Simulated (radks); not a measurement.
**As⁴⁺ in [Ar] 3d9.75 4s1 4f0.25: an all-electron calculation**

The task here is to estimate one member of a computed series from the others.

The numbers are computed with radks (a radial shooting solver on a logarithmic mesh, Libxc functionals) version 1 (scalar-relativistic Kohn-Sham, PBE, spin-unpolarised, spherical densities, point nucleus), except any that are marked as measured or tabulated.

### Starting point

```
element       : arsenic (Z = 33)
charge        : +4
electrons     : 29
configuration : [Ar] 3d9.75 4s1 4f0.25
```

The first run:

Settings of this run:

```text
Z 33
configuration [Ar] 3d9.75 4s1 4f0.25
relativity scalar-relativistic
functional pbe,pbe
spin unpolarised
nucleus point
c 137.035999084
```

One table of the session follows, with a row left open; its other results are not shown here.

It belongs to the step «Orbitals and density». Sizes of the orbitals, from the radial functions (bohr):

```
level      <r>  outermost maximum (interpolated)  90 % within  nodes
   1s  0.04550                            0.0297       0.0813      0
   2s   0.2027                             0.170        0.314      1
   2p        ?                                 ?            ?      ?
   3s   0.5964                             0.521        0.890      2
   3p   0.6139                             0.520        0.940      1
   3d   0.6595                             0.474         1.10      0
   4s    1.654                              1.48         2.40      3
   4f    3.644                              3.21         5.36      0
```

Estimate the missing values for 2p.

As computed: <r>: 0.1772; outermost maximum (interpolated): 0.136; 90 % within: 0.289; nodes: 0. In the column «<r>» it lies between 1s (0.04550) and 2s (0.2027).
